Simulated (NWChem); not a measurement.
# Two attempts at GaNH3 (SMILES [NH2][GaH])

Wanted: energy and one-electron properties of GaNH3, UVSXC/cc-pVDZ/cc-pVDZ-PP (core potential).

The calculation is run with NWChem 7.3.0.

4 further runs of the same task are left out: 1 that didn't finish, 3 set aside as unsound or not needed.

### Step 1. The molecule

GaNH3 has 5 atoms, charge 0, and is taken as a doublet. As SMILES, `[NH2][GaH]`. The coordinates come from a PBE0-D4/def2-TZVP relaxation. This is one conformer, not always the lowest.

Bond lengths: N1–Ga2 1.825 Å, N1–H3 1.008 Å, N1–H4 1.006 Å, Ga2–H5 1.594 Å. Angles: N1–Ga2–H5 116.9°, Ga2–N1–H3 123.8°, Ga2–N1–H4 124.3°, H3–N1–H4 111.9°.

### Step 2. First attempt

The input, geom.nw:

```
echo
start geom
title "GaH3N"
memory stack 880 mb heap 220 mb global 1100 mb
charge 0

geometry units angstrom noautosym nocenter
zmatrix
  N
  Ga 1 1.825229
  H 1 1.008068 2 123.79517
  H 1 1.005722 3 111.8966 2 -179.99973
  H 2 1.594126 1 116.86458 4 -179.93664
end
end

basis spherical bse
* library def2svp
end

ecp bse
Ga library cc-pVDZ-PP
end

dft
xc vs98
mult 2
grid coarse
convergence energy 1e-06
maxiter 100
noprint "final vectors analysis"
end

property
electrondensity
mulliken
octupole
end

task dft property
```

Run with:

```sh
$ nwchem geom.nw > geom.out
```

Log:

```text
============================== echo of input deck ==============================
echo
start geom
title "GaH3N"
memory stack 880 mb heap 220 mb global 1100 mb
charge 0

geometry units angstrom noautosym nocenter
zmatrix
  N
  Ga 1 1.825229
  H 1 1.008068 2 123.79517
  H 1 1.005722 3 111.8966 2 -179.99973
  H 2 1.594126 1 116.86458 4 -179.93664
end
end

basis spherical bse
* library def2svp
end

ecp bse
Ga library cc-pVDZ-PP
end

dft
xc vs98
mult 2
grid coarse
convergence energy 1e-06
maxiter 100
noprint "final vectors analysis"
end

property
electrondensity
mulliken
octupole
end

task dft property
================================================================================

             Northwest Computational Chemistry Package (NWChem) 7.3.0
             --------------------------------------------------------

           Job information
           ---------------

[... 16 lines left out ...]
    hardfail = no
[... 38 lines left out ...]
            Nuclear Dipole moment (a.u.)
[... 64 lines left out ...]
 **** WARNING Zero Coefficient **** on atom "              Ga"
[... 1 line left out ...]
 input line that generated warning:
[... 4 lines left out ...]
                 ECP       "ecp basis" -> "" (cartesian)
                -----
  [basis functions not shown]

                              NWChem Property Module
                              ----------------------

                                       GaH3N

  itol2e modified to match energy
  convergence criterion.

                                 NWChem DFT Module
                                 -----------------

                                       GaH3N

 Attempting to read a basis set from a  non-existing file:
 <dir>
 ------------------------------------------------------------------------
 bas_tag_lib: failed opening basis file                   0
 ------------------------------------------------------------------------
 ------------------------------------------------------------------------
  current input line :
    40: task dft property
 ------------------------------------------------------------------------
 ------------------------------------------------------------------------
 There is an error in the specified basis set
 ------------------------------------------------------------------------

0:bas_tag_lib: failed opening basis file:Received an Error in Communication
  Errorcode: -1
```

Run time: 0.56 s. Hardware: 1 thread of Intel Xeon Platinum 8488C (Sapphire Rapids), shared host; peak memory 0.076 GiB.

### Step 3. What went wrong

The job stopped with an error part of the way.

The telling line is `There is an error in the specified basis set`. What is wrong: the input names a basis that the program doesn't know. To mend it: basis set cc-pVDZ/cc-pVDZ-PP in place of def2svp.

### Step 4. Second attempt

The input, geom.nw:

```
echo
start geom
memory 2200 mb
charge 0

geometry noautosym nocenter
 zmatrix
   N
   Ga 1 1.825229
   H 1 1.008068 2 123.79517
   H 1 1.005722 3 111.8966 2 -179.99973
   H 2 1.594126 1 116.86458 4 -179.93664
 end
end

basis spherical bse
 * library cc-pVDZ except Ga
 Ga library cc-pVDZ-PP
end

ecp bse
 Ga library cc-pVDZ-PP
end

dft
 xc vs98
 mult 2
 grid coarse
 convergence energy 1e-06
 maxiter 150
end

property
 electrondensity
 mulliken
 octupole
end

task dft property
```

Run with:

```sh
$ nwchem geom.nw > geom.out
```

Log:

```text
[...]
 **** WARNING Zero Coefficient **** on atom "              Ga"
 angular momentum value:-1  standard basis set name: "cc-pVDZ-PP"
 input line that generated warning:
   392: 2       1.0000000              0.0000000
[...]
          Wavefunction type:  spin polarized.
          No. of atoms     :     5
          No. of electrons :    31
[...]
          Charge           :     0
          Spin multiplicity:     2
[...]
          AO basis - number of functions:    52
[...]
              XC Information
              --------------
                         VS98 Method XC Functional
                          VS98 Exchange Functional  1.000
                       VS98 Correlation Functional  1.000
[...]
 d= 0,ls=0.0,diis     1   -315.9953110725 -3.84D+02  1.58D-02  9.92D-02     2.3
[...]
 d= 0,ls=0.5,diis    49   -316.0515906903 -7.57D-08  2.33D-06  3.91D-08    81.7
[...]
         Total DFT energy =     -316.051590736787
      One electron energy =     -674.021094019804
           Coulomb energy =      321.297072005422
    Exchange-Corr. energy =      -30.950893610728
 Nuclear repulsion energy =       67.623324888323
[...]
      <S2> =      0.7515 (Exact =     0.7500)
[...]
```

Wall time 84 s (1 thread of Intel Xeon Platinum 8488C (Sapphire Rapids), shared host); peak memory 0.12 GiB.

### Step 5. Summary of results

At UVSXC/cc-pVDZ/cc-pVDZ-PP (core potential):

| quantity | value |
| --- | --- |
| total energy | -316.05159 Eh |
| dipole moment | 1.25 D |
| HOMO energy (highest over α and β) | -4.43 eV |
| LUMO energy (lowest over α and β) | -3.46 eV |
| ⟨S²⟩ | 0.751 |
